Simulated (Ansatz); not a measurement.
**ClFHOSc: a ladder of functionals and wavefunction methods**

An exercise on one series of results from a longer session: the logs are not shown, and one member is left open.

Method: functionals in def2-TZVPP, the program's frozen cores in correlated methods; program: Ansatz 0.2.0, Gaussian basis.

Levels to be run: LDA (SPW92), PBE-D4, revPBE-D4, BLYP-D4, r2SCAN-D4, B97M-V, PBE0-D4, B3LYP-D4, r2SCANh-D4, r2SCAN0-D4, HSE06-D4, BHLYP-D4, CAM-B3LYP-D4, LC-ωPBE, ωB97X-V, ωB97M-V, B2PLYP, PBE-QIDH; CCSD(T)/def2-SVP; CCSD(T)/def2-TZVPP; MP2/def2-QZVPP; extrapolation to the limit; RPA on PBE.

## Structure used throughout

All runs share one geometry, relaxed beforehand with PBE0-D4 in a triple-zeta def2 set.

SMILES `[OH][Sc]([F])[Cl]`, 5 atoms, charge 0, spin multiplicity 1.

Atoms are counted from 1 here; the program's logs count them from 0.

Bond lengths: O1–Sc2 1.838 Å, O1–H5 0.953 Å, Sc2–F3 1.835 Å, Sc2–Cl4 2.311 Å. Angles: Sc2–O1–H5 175.8°, O1–Sc2–F3 118.6°, O1–Sc2–Cl4 121.4°, F3–Sc2–Cl4 120.0°.

Set-up of the first run:

File in.yaml:

```yaml
crystal:
  periodic: [false, false, false]
  atoms:
    - {symbol: O, position_ang: [0.602288, 1.127118, 0.369323]}
    - {symbol: Sc, position_ang: [-0.174151, -0.471467, -0.099880]}
    - {symbol: F, position_ang: [0.583703, -2.027326, 0.509301]}
    - {symbol: Cl, position_ang: [-2.064638, -0.547782, -1.426752]}
    - {symbol: H, position_ang: [1.052788, 1.919457, 0.648008]}
basis:
  gaussian: {orbitals: def2-TZVPP}
hamiltonian: {xc: lda}
output: {orbitals: {seedname: orbitals}}
```

Steps of the session up to this table: LDA; PBE-D4 (GGA); revPBE-D4 (GGA); BLYP-D4 (GGA); r2SCAN-D4 (meta-GGA); B97M-V (meta-GGA); PBE0-D4 (hybrid); B3LYP-D4 (hybrid); r2SCANh-D4 (hybrid); r2SCAN0-D4 (hybrid); HSE06-D4 (hybrid); BHLYP-D4 (hybrid); CAM-B3LYP-D4 (range-separated); LC-ωPBE (range-separated); ωB97X-V (range-separated); ωB97M-V (range-separated); B2PLYP (double hybrid); PBE-QIDH (double hybrid).

One of the session's tables, all rows but one given; the rest of the session is left out.

It belongs to the step «Frontier levels by functional». 

```
  functional  HOMO (eV)  LUMO (eV)  gap (eV)
 LDA (SPW92)      -7.61      -3.58      4.03
      PBE-D4      -7.42      -3.34      4.08
   revPBE-D4      -7.35      -3.20      4.15
     BLYP-D4      -7.28      -3.38      3.90
   r2SCAN-D4      -7.78      -3.04      4.74
      B97M-V      -7.84      -3.19      4.66
     PBE0-D4      -8.86      -2.41      6.45
    B3LYP-D4      -8.59      -2.81      5.77
  r2SCANh-D4      -8.31      -2.70      5.61
  r2SCAN0-D4      -9.11      -2.20      6.91
    HSE06-D4          ?          ?         ?
    BHLYP-D4     -10.15      -1.70      8.46
CAM-B3LYP-D4     -10.25      -1.59      8.66
     LC-ωPBE     -11.66      -0.22     11.44
     ωB97X-V     -11.29      -0.41     10.87
     ωB97M-V     -11.15      -0.76     10.39
```

Estimate the missing values for HSE06-D4.

**Answer.** HOMO (eV): -8.45; LUMO (eV): -2.78; gap (eV): 5.67. In the column «HOMO (eV)» it lies between B3LYP-D4 (-8.59) and r2SCANh-D4 (-8.31).
